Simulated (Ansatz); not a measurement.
WAu:

```xyz
2
Lattice="0.0000 2.9092 2.9092 2.9092 0.0000 2.9092 2.9092 2.9092 0.0000" Properties=species:S:1:pos:R:3 pbc="T T T"
W     0.0000    0.0000    0.0000
Au    4.3638    4.3638    4.3638
```

The cell was built by a generator and needn't be a form met in nature.

Base run:

```yaml
Program: Ansatz 0.2.0
Functional: LDA
Potentials_or_basis: Ansatz PAW
Cutoff: "420 eV (not typed: the program's choice for these potentials)"
k_mesh: 6 × 6 × 6
Occupations: fermi-dirac, width 0.05 eV
Spin: spin-orbit coupling, no magnetisation
```

Its results: band gap on the k mesh none (metal or under the smearing width); pressure -8.0 GPa.

Problem. The run is repeated on the same cell with these changes: spin from spin-orbit coupling, no magnetisation to no spin polarisation; potential files from those of the base run to others of the same set. What comes out?

Solution. Band gap on the k mesh none (metal or under the smearing width); pressure -7.6 GPa.

Caveats: the PAW data sets come from PBE, with cores solved anew for the run's functional, which leaves a small shift of forces and pressure; spin-orbit coupling is left out, which moves the levels of the heavy elements (some runs).
